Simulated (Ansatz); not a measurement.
# AlNH4O2 (SMILES [NH2][Al]([OH])[OH]) at B3LYP/6-311+G(d,p)

Aim: the energy change on altering one bond length of AlNH4O2 at B3LYP/6-311+G**, from 2 runs. 

The results are computed with Ansatz 0.2.0.

50 further runs of the same task are left out: 50 set aside as unsound or not needed.

### Step 1. The molecule

The species is AlNH4O2 (8 atoms), meant as a singlet with charge 0. As SMILES, `[NH2][Al]([OH])[OH]`. The shape is that of a PBE0-D4/def2-TZVP optimisation. This is one conformer, not always the lowest.

Bond lengths: N1–Al2 1.760 Å, Al2–O3 1.695 Å, Al2–O4 1.692 Å, N1–H5 1.005 Å, N1–H6 1.006 Å, O3–H7 0.954 Å, O4–H8 0.955 Å. Angles: N1–Al2–O3 123.6°, N1–Al2–O4 117.6°, O3–Al2–O4 118.8°, Al2–N1–H5 126.0°, Al2–N1–H6 123.5°, Al2–O3–H7 124.8°, Al2–O4–H8 122.2°, H5–N1–H6 110.5°.

### Step 2. The energy at B3LYP/6-311+G(d,p)

in.yaml

```yaml
crystal:
  periodic: [false, false, false]
  atoms:
    - {symbol: N, position_ang: [-0.453400, 1.370900, 0.159000]}
    - {symbol: Al, position_ang: [0.021900, -0.314300, -0.015200]}
    - {symbol: O, position_ang: [1.569400, -0.806100, -0.500900]}
    - {symbol: O, position_ang: [-1.140100, -1.496100, 0.324200]}
    - {symbol: H, position_ang: [0.132800, 2.170000, -0.009000]}
    - {symbol: H, position_ang: [-1.372600, 1.662000, 0.447700]}
    - {symbol: H, position_ang: [2.287000, -0.213800, -0.712700]}
    - {symbol: H, position_ang: [-0.952800, -2.429800, 0.251200]}
basis:
  gaussian: {orbitals: 6-311+G_st__st_-spherical.json}
hamiltonian: {xc: {name: B3LYP}}
accuracy: high
output: {orbitals: {seedname: orbitals}}
```

The basis set 6-311+G** is read from a file made from the Basis Set Exchange's data (not shown).

The run is started by

```
$ ansatz run in.yaml --threads 1 --pin off --max-ram 3480MiB --events-out events.jsonl --progress --plain --runs-dir runs
```

Log:

```text
Warning: RAYON_NUM_THREADS=1 ignored (pool sized by the plan → 1); use --threads N
Functional definition: B3LYP
  name "B3LYP"
  parameter a0 = 0.2
  parameter ax = 0.72
  parameter ac = 0.81
  exchange = (1 - a0 - ax)*slater_x + ax*b88_x + a0*exact_x
  correlation = (1 - ac)*vwn_rpa_c + ac*lyp_c
2215 factors; integrals over basis functions are off by at most 1.9e-8 eV
mean field evaluation 1: about -12232.8174 eV, gradient 1.1e2 eV
mean field evaluation 2: about -12185.7915 eV, gradient 1.8e2 eV
mean field evaluation 4: about -12252.7254 eV, gradient 1.3e1 eV
mean field evaluation 8: about -12253.0966 eV, gradient 1.7e-1 eV
mean field evaluation 16: about -12253.0967 eV, gradient 1.3e-5 eV
mean field -12253.09669134 eV, -450.2929979594 hartree, gradient 6.0e-8 eV, S^2 0.000000; 0 other end points of the search recorded, 0 dependent functions left out
reference -12253.09674124 eV, -450.2929997932 hartree; 20, 20 occupied and 100, 100 virtual orbitals, 2215 factors
Total energy: -12253.09674124 eV, -450.2929997932 hartree
```

Wall time 8.7 s (1 thread of Arm Neoverse V2, shared host); peak memory 0.4 GiB.

### Step 3. The distorted shape at the same level

molecule.yaml

```yaml
crystal:
  periodic: [false, false, false]
  atoms:
    - {symbol: "N", position_ang: [-0.917641, 1.518437, 0.304707]}
    - {symbol: Al, position_ang: [-0.442341, -0.166763, 0.130507]}
    - {symbol: O, position_ang: [1.569400, -0.806100, -0.500900]}
    - {symbol: O, position_ang: [-1.604341, -1.348563, 0.469907]}
    - {symbol: H, position_ang: [-0.331441, 2.317537, 0.136707]}
    - {symbol: H, position_ang: [-1.836841, 1.809537, 0.593407]}
    - {symbol: H, position_ang: [2.287000, -0.213800, -0.712700]}
    - {symbol: H, position_ang: [-1.417041, -2.282263, 0.396907]}
basis:
  gaussian: {orbitals: 6-311+G_st__st_-spherical.json}
hamiltonian: {xc: {name: B3LYP}}
accuracy: high
output: {orbitals: {seedname: orbitals}}
```

The basis set 6-311+G** is read from a file made from the Basis Set Exchange's data (not shown).

The run is started by

```
$ ansatz run molecule.yaml --threads 1 --pin off --max-ram 3480MiB --events-out events.jsonl --progress --plain --runs-dir runs
```

Log:

```text
Warning: RAYON_NUM_THREADS=1 ignored (pool sized by the plan → 1); use --threads N
Functional definition: B3LYP
  name "B3LYP"
  parameter a0 = 0.2
  parameter ax = 0.72
  parameter ac = 0.81
  exchange = (1 - a0 - ax)*slater_x + ax*b88_x + a0*exact_x
  correlation = (1 - ac)*vwn_rpa_c + ac*lyp_c
2209 factors; integrals over basis functions are off by at most 1.2e-8 eV
mean field evaluation 1: about -12230.3695 eV, gradient 1.1e2 eV
mean field evaluation 2: about -12158.8445 eV, gradient 2.0e2 eV
mean field evaluation 4: about -12250.8464 eV, gradient 2.0e1 eV
mean field evaluation 8: about -12251.5449 eV, gradient 3.1e-1 eV
mean field evaluation 16: about -12251.6193 eV, gradient 1.3e-4 eV
mean field -12251.61931941 eV, -450.2387055426 hartree, gradient 1.2e-8 eV, S^2 0.000000; 0 other end points of the search recorded, 0 dependent functions left out
reference -12251.61936918 eV, -450.2387073716 hartree; 20, 20 occupied and 100, 100 virtual orbitals, 2209 factors
Total energy: -12251.61936918 eV, -450.2387073716 hartree
```

Wall time 8.4 s (1 thread of Arm Neoverse V2, shared host); peak memory 0.39 GiB.

### Step 4. Summary of results

Level: B3LYP/6-311+G**.

| quantity | value |
| --- | --- |
| first shape: total energy | -450.29300 Eh |
| first shape: HOMO energy | -7.22 eV |
| first shape: LUMO energy | -0.99 eV |
| first shape: HOMO–LUMO gap | 6.23 eV |
| distorted shape: total energy | -450.23871 Eh |
| distorted shape: HOMO energy | -7.33 eV |
| distorted shape: LUMO energy | -1.71 eV |
| distorted shape: HOMO–LUMO gap | 5.62 eV |
| energy change with the Al2–O3 bond stretched from 1.695 to 2.203 Å | 1.477 eV |

**Reading.** With the Al2–O3 bond stretched from 1.695 to 2.203 Å the energy rises by 1.48 eV (34 kcal/mol). The first shape isn't relaxed at this level, so the change isn't measured from a minimum.
